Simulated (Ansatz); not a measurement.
# TeW2: equation of state with PBE

Crystal: TeW2.

```
Te W
1.0
     0.00000    3.12995    3.12995
     3.12995    0.00000    3.12995
     3.12995    3.12995    0.00000
Te W
1 2
Direct
  0.00000 0.00000 0.00000
  0.25000 0.25000 0.25000
  0.75000 0.75000 0.75000
```

The cell was built by a generator and needn't be a form met in nature.

| Property | Result |
| --- | --- |
| Program | Ansatz 0.2.0 |
| Task | equation of state |
| Functional | PBE |
| Potentials or basis | all-electron LAPW, scalar-relativistic |
| Basis error allowed | 0.001 eV/atom |
| k mesh | 7 × 7 × 7 |
| Occupations | fermi-dirac, width 0.05 eV |
| Spin | no spin polarisation |

| Quantity | Value |
| --- | --- |
| Equilibrium volume | 20.32 Å³/atom |
| Bulk modulus | 167 GPa |
| Pressure derivative of the bulk modulus | 4.8 |

Energy against volume, from the lowest point:
```csv
volume (Å³/atom),energy (meV/atom)
19.215,34.53
19.624,12.88
20.033,1.83
20.442,0.00
20.851,6.43
21.259,20.27
21.668,40.67
```

All runs of the series together: 100 s on 2 threads of Arm Neoverse V1, on a shared host.

Spin-orbit coupling is left out, which matters for the levels of Te, W.
